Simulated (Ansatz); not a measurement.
# C₄H₃F₃: a ladder of functionals and wavefunction methods

An exercise on one series of results from a longer session: the logs are not shown, and one member is left open.

Computed with Ansatz 0.2.0, Gaussian basis. Level: functionals in def2-TZVPP, the program's frozen cores in correlated methods.

The runs, in order: LDA (SPW92), PBE-D4, revPBE-D4, BLYP-D4, r2SCAN-D4, B97M-V, PBE0-D4, B3LYP-D4, r2SCANh-D4, r2SCAN0-D4, HSE06-D4, BHLYP-D4, CAM-B3LYP-D4, LC-ωPBE, ωB97X-V, ωB97M-V, B2PLYP, PBE-QIDH; CCSD(T)/def2-SVP; CCSD(T)/def2-TZVPP; MP2/def2-QZVPP; extrapolation to the limit; RPA on PBE.

### The geometry

All runs share one geometry, relaxed beforehand with PBE0-D4 in a triple-zeta def2 set.

SMILES `C=C(F)C=C(F)F`, 10 atoms, charge 0, spin multiplicity 1.

Atoms are counted from 1 here; the program's logs count them from 0.

Bond lengths: C1–C2 1.328 Å, C1–H8 1.081 Å, C1–H9 1.080 Å, C2–F3 1.340 Å, C2–C4 1.444 Å, C4–C5 1.327 Å, C4–H10 1.081 Å, C5–F6 1.304 Å, C5–F7 1.313 Å. Angles: C2–C1–H8 120.6°, C2–C1–H9 120.1°, H8–C1–H9 119.3°, C1–C2–F3 119.5°, C1–C2–C4 125.6°, F3–C2–C4 115.0°, C2–C4–C5 126.7°, C2–C4–H10 117.3°, C5–C4–H10 116.0°, C4–C5–F6 127.1°, C4–C5–F7 122.8°, F6–C5–F7 110.1°.

As a file:

```xyz
10

C    -0.6580   -1.3544   -1.1541
C    -0.2882   -0.6958   -0.0623
F    -0.4312   -1.2752    1.1374
C     0.2748    0.6340   -0.0336
C     0.6517    1.3122    1.0424
F     0.5897    0.9162    2.2832
F     1.1565    2.5222    0.9805
H    -1.0717   -2.3503   -1.0831
H    -0.5472   -0.8967   -2.1263
H     0.4066    1.1367   -0.9813
```

The first run:

File in.yaml:

```yaml
crystal:
  periodic: [false, false, false]
  atoms:
    - {symbol: C, position_ang: [-0.657969, -1.354356, -1.154065]}
    - {symbol: C, position_ang: [-0.288195, -0.695770, -0.062321]}
    - {symbol: F, position_ang: [-0.431224, -1.275242, 1.137416]}
    - {symbol: C, position_ang: [0.274806, 0.634015, -0.033577]}
    - {symbol: C, position_ang: [0.651694, 1.312174, 1.042388]}
    - {symbol: F, position_ang: [0.589713, 0.916171, 2.283223]}
    - {symbol: F, position_ang: [1.156538, 2.522161, 0.980541]}
    - {symbol: H, position_ang: [-1.071722, -2.350252, -1.083083]}
    - {symbol: H, position_ang: [-0.547201, -0.896714, -2.126297]}
    - {symbol: H, position_ang: [0.406557, 1.136714, -0.981325]}
basis:
  gaussian: {orbitals: def2-TZVPP}
hamiltonian: {xc: lda}
output: {orbitals: {seedname: orbitals}}
```

Command:

```bash
$ ansatz run in.yaml --threads 4 --pin off --events-out ev --progress --plain --max-ram 10444MiB
```

Among the steps run: LDA; PBE-D4 (GGA); revPBE-D4 (GGA); BLYP-D4 (GGA); r2SCAN-D4 (meta-GGA); B97M-V (meta-GGA); B3LYP-D4 (hybrid); r2SCANh-D4 (hybrid); r2SCAN0-D4 (hybrid); HSE06-D4 (hybrid); BHLYP-D4 (hybrid); CAM-B3LYP-D4 (range-separated); LC-ωPBE (range-separated); ωB97X-V (range-separated); ωB97M-V (range-separated); B2PLYP (double hybrid); PBE-QIDH (double hybrid).

One of the session's tables, all rows but one given; the rest of the session is left out.

| functional | HOMO (eV) | gap (eV) |
| --- | --- | --- |
| LDA (SPW92) | -6.03 | 3.97 |
| PBE-D4 | -5.80 | 4.02 |
| revPBE-D4 | -5.71 | 4.04 |
| BLYP-D4 | -5.67 | 4.00 |
| r2SCAN-D4 | -5.99 | 4.37 |
| B97M-V | -6.01 | 4.49 |
| PBE0-D4 | ? | ? |
| B3LYP-D4 | -6.74 | 5.61 |
| r2SCANh-D4 | -6.42 | 5.12 |
| r2SCAN0-D4 | -7.07 | 6.26 |
| HSE06-D4 | -6.54 | 5.27 |
| BHLYP-D4 | -7.95 | 8.08 |
| CAM-B3LYP-D4 | -8.23 | 8.41 |
| LC-ωPBE | -9.51 | 10.82 |
| ωB97X-V | -9.13 | 10.42 |
| ωB97M-V | -9.04 | 10.26 |

Estimate the missing values for PBE0-D4.

The run gave: HOMO (eV): -6.93; gap (eV): 6.04. In the column «HOMO (eV)» it lies between r2SCAN0-D4 (-7.07) and B3LYP-D4 (-6.74).
